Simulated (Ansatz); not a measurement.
# CH₄OSSn: small, medium and large basis sets

The task here is to estimate one member of a computed series from the others.

Method: one geometry, several basis sets; program: Ansatz 0.2.0, Gaussian basis.

Levels to be run: PBE0-D4/def2-SVP; ωB97M-V/def2-SVP; PBE0-D4/def2-QZVPP; ωB97M-V/def2-QZVPP; the functionals' def2-TZVPP values are taken from earlier runs.

## The relaxed structure

All runs share one geometry, relaxed beforehand with PBE0-D4 in a triple-zeta def2 set. Sn takes the def2 core potential; no spin-orbit term is included.

SMILES `[OH][SnH]1[CH2][S]1`, 8 atoms, charge 0, spin multiplicity 1.

Atoms are counted from 1 here; the program's logs count them from 0.

Bond lengths: O1–Sn2 1.957 Å, O1–H5 0.961 Å, Sn2–C3 2.102 Å, Sn2–S4 2.370 Å, Sn2–H6 1.683 Å, C3–S4 1.868 Å, C3–H7 1.086 Å, C3–H8 1.085 Å. Angles: Sn2–O1–H5 111.6°, O1–Sn2–C3 119.2°, O1–Sn2–S4 115.2°, O1–Sn2–H6 106.9°, C3–Sn2–S4 48.9°, C3–Sn2–H6 131.1°, S4–Sn2–H6 123.9°, Sn2–C3–S4 73.0°, Sn2–C3–H7 117.4°, Sn2–C3–H8 119.2°, S4–C3–H7 113.8°, S4–C3–H8 113.8°, H7–C3–H8 113.3°, Sn2–S4–C3 58.1°.

The first run:

in.yaml reads:

```yaml
crystal:
  periodic: [false, false, false]
  atoms:
    - {symbol: O, position_ang: [-0.110741, 1.984517, -0.987578]}
    - {symbol: Sn, position_ang: [-0.320264, 0.666577, 0.443873]}
    - {symbol: C, position_ang: [0.572034, -1.225313, 0.232880]}
    - {symbol: S, position_ang: [-1.227819, -1.417164, -0.226902]}
    - {symbol: H, position_ang: [-0.118757, 1.569612, -1.854814]}
    - {symbol: H, position_ang: [-0.816105, 1.508711, 1.814011]}
    - {symbol: H, position_ang: [1.254844, -1.366314, -0.599379]}
    - {symbol: H, position_ang: [0.859108, -1.777526, 1.122109]}
basis:
  gaussian: {orbitals: def2-SVP}
hamiltonian: {xc: pbe0, dispersion: d4}
output: {orbitals: {seedname: orbitals}}
```

Steps of the session up to this table: PBE0-D4 in def2-SVP; ωB97M-V in def2-SVP; PBE0-D4 in def2-QZVPP; ωB97M-V in def2-QZVPP.

One table of the session follows, with a row left open; its other results are not shown here.

It belongs to the step «Functionals by basis». 

```
functional       basis  HOMO (eV)
   PBE0-D4    def2-SVP      -6.71
   PBE0-D4  def2-TZVPP      -6.84
   PBE0-D4  def2-QZVPP      -6.88
   ωB97M-V    def2-SVP      -8.82
   ωB97M-V  def2-TZVPP      -8.95
   ωB97M-V  def2-QZVPP          ?
```

Estimate the missing values for ωB97M-V, def2-QZVPP.

As computed: HOMO (eV): -8.98. In the column «HOMO (eV)» it is the lowest.
